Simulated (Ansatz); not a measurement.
# Ga(IMe)F3 (C5H8F3GaN2): structure and electronic state

What does Ga(IMe)F3 (C5H8F3GaN2) look like as a singlet, and where do its frontier electrons sit?

Program: Ansatz 0.2.0, Gaussian basis. Level of theory: RKS PBE0-D4/def2-TZVP. These are calculated values, not measurements.

Levels to be run: relaxation at PBE-D4/def2-SVP; a single point at PBE0-D4/def2-TZVP.

2 further runs of the same task are left out: 2 set aside as unsound or not needed. Runs told in other sessions of the task aren't counted.

**1. Starting geometry**

19 atoms, charge 0, spin multiplicity 1.

Atoms are counted from 1 here; the program's logs count them from 0.

Bond lengths: Ga1–C2 2.060 Å, Ga1–F17 1.757 Å, Ga1–F18 1.749 Å, Ga1–F19 1.755 Å, C2–N3 1.336 Å, C2–N7 1.336 Å, N3–C4 1.438 Å, N3–C5 1.363 Å, C4–H9 1.092 Å, C4–H10 1.091 Å, C4–H11 1.089 Å, C5–C6 1.359 Å, C5–H12 1.071 Å, C6–N7 1.362 Å, C6–H13 1.071 Å, N7–C8 1.437 Å, C8–H14 1.091 Å, C8–H15 1.090 Å and more. Angles: C2–Ga1–F17 102.2°, C2–Ga1–F18 109.7°, C2–Ga1–F19 101.8°, F17–Ga1–F18 114.7°, F17–Ga1–F19 111.7°, F18–Ga1–F19 115.0°, Ga1–C2–N3 131.4°, Ga1–C2–N7 121.4°, N3–C2–N7 107.3°, C2–N3–C4 125.5°, C2–N3–C5 109.4°, C4–N3–C5 125.1°, N3–C4–H9 110.1°, N3–C4–H10 110.0°, N3–C4–H11 109.0°, H9–C4–H10 109.1°, H9–C4–H11 109.1°, H10–C4–H11 109.4° and more.

The start is a GFN2-xTB geometry.

**2. Relaxation at PBE-D4/def2-SVP**

in.yaml reads:

```yaml
crystal:
  periodic: [false, false, false]
  atoms:
    - {symbol: Ga, position_ang: [0.071740, -0.062640, -2.267360]}
    - {symbol: C, position_ang: [0.009390, 0.059820, -0.212190]}
    - {symbol: N, position_ang: [-0.196020, 1.096430, 0.604650]}
    - {symbol: C, position_ang: [-0.419130, 2.454970, 0.190730]}
    - {symbol: C, position_ang: [-0.165870, 0.666720, 1.898300]}
    - {symbol: C, position_ang: [0.064440, -0.671870, 1.865030]}
    - {symbol: N, position_ang: [0.170270, -1.022450, 0.553680]}
    - {symbol: C, position_ang: [0.394230, -2.353240, 0.059600]}
    - {symbol: H, position_ang: [-1.428560, 2.769220, 0.463010]}
    - {symbol: H, position_ang: [0.302550, 3.116130, 0.672710]}
    - {symbol: H, position_ang: [-0.304660, 2.520220, -0.890710]}
    - {symbol: H, position_ang: [-0.304680, 1.329290, 2.728140]}
    - {symbol: H, position_ang: [0.160500, -1.379710, 2.663080]}
    - {symbol: H, position_ang: [0.689280, -2.297820, -0.989010]}
    - {symbol: H, position_ang: [1.182140, -2.837000, 0.636430]}
    - {symbol: H, position_ang: [-0.522590, -2.941350, 0.133320]}
    - {symbol: F, position_ang: [1.700960, -0.653030, -2.555330]}
    - {symbol: F, position_ang: [-0.272100, 1.505190, -2.963330]}
    - {symbol: F, position_ang: [-1.131900, -1.298870, -2.590730]}
basis:
  gaussian: {orbitals: def2-SVP}
hamiltonian: {xc: pbe, dispersion: d4}
scf: {lower_state_search: "off"}
output: {orbitals: {seedname: orbitals}}
relax: {f_tol: 0.03, max_steps: 70}
```

Started as:

```bash
$ ansatz run in.yaml --threads 4 --pin off --events-out ev --progress --plain --max-ram 6963MiB
```

The runs that follow: Single point, PBE0-D4/def2-TZVP.

Q: Predict the results of all the runs planned. Wanted: point group; commonest bond, hydrogen aside; HOMO, LUMO at PBE0-D4/def2-TZVP; dipole at PBE-D4/def2-SVP.

As calculated:

| quantity | value |
| --- | --- |
| point group | Cs |
| commonest bond, hydrogen aside | C–N, 6 of mean length 1.401 Å |
| HOMO, LUMO at PBE0-D4/def2-TZVP | -8.19, -1.06 eV |
| dipole at PBE-D4/def2-SVP | 9.78 D |

**Reading.** The molecule keeps its bonding pattern by the stored test; the atoms moved 0.40 Å (rms). No usable vibrations, so a minimum isn't proven. The HOMO lies nearest to C2, C5, C6 about 26 % each and the LUMO to C2 42 %; N3, N7 about 16 % each. The point group is read from a loosely relaxed geometry; soft torsions can leave it below the true symmetry.
